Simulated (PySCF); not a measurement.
# C4H11NSi (SiH3(pyrrolidide)): the cost of one run

The runs use PySCF 2.14.0, with density-fitted response routines of our own; the level of theory stands in each step. All values are computed, except where a source is named. Atoms are numbered from 0 throughout.

**1. Starting geometry**

17 atoms, charge 0, multiplicity 1; geometry from: GFN2-xTB. The atoms were then displaced at random by about 0.03 Å, so the start is not that level's minimum.

Bonds of the start (Å): Si0–H1 1.44, Si0–H2 1.39, Si0–H3 1.51, Si0–N4 1.71, N4–C5 1.44, N4–C8 1.41, C5–C6 1.53, C5–H9 1.06, C5–H10 1.14, C6–C7 1.53, C6–H11 1.08, C6–H12 1.17, C7–C8 1.52, C7–H13 1.14, C7–H14 1.09, C8–H15 1.06, C8–H16 1.15.

**2. Optimising the geometry at PBE0-D3(BJ)/def2-SVP**

The job: settings as JSON, then the geometry in Å.

```
{"job": {"xc": "PBE0", "basis": "def2-SVP", "d3": "d3bj", "grid": 1, "maxiter": 40, "shake": 0.03, "kind": "geom"}, "charge": 0, "multiplicity": 1}
Si     1.165730     1.905490     0.672920
H      1.428810     1.999140     2.088940
H      2.284380     2.033050    -0.139260
H      0.289010     3.091060     0.356110
N      0.290530     0.546300     0.110330
C     -1.127980     0.334230     0.276900
C     -1.344030    -0.824550    -0.697150
C     -0.091800    -1.678930    -0.503920
C      0.964780    -0.674830    -0.075930
H     -1.689010     1.217490     0.087750
H     -1.399360    -0.009690     1.332420
H     -1.373790    -0.424400    -1.695140
H     -2.388960    -1.315720    -0.531050
H     -0.356270    -2.370900     0.365290
H      0.096360    -2.315930    -1.369520
H      1.548160    -0.998650     0.751920
H      1.674890    -0.513750    -0.970360
```

Command:

```sh
> OMP_NUM_THREADS=1 python probes_run.py task.json out
```

One launch serves the whole session: the jobs run in the order shown.

**Question.** How long does this first job take on 1 thread of AMD EPYC, shared host, and how much memory does it need?

About 3.6 min, with a peak of 0.56 GiB.
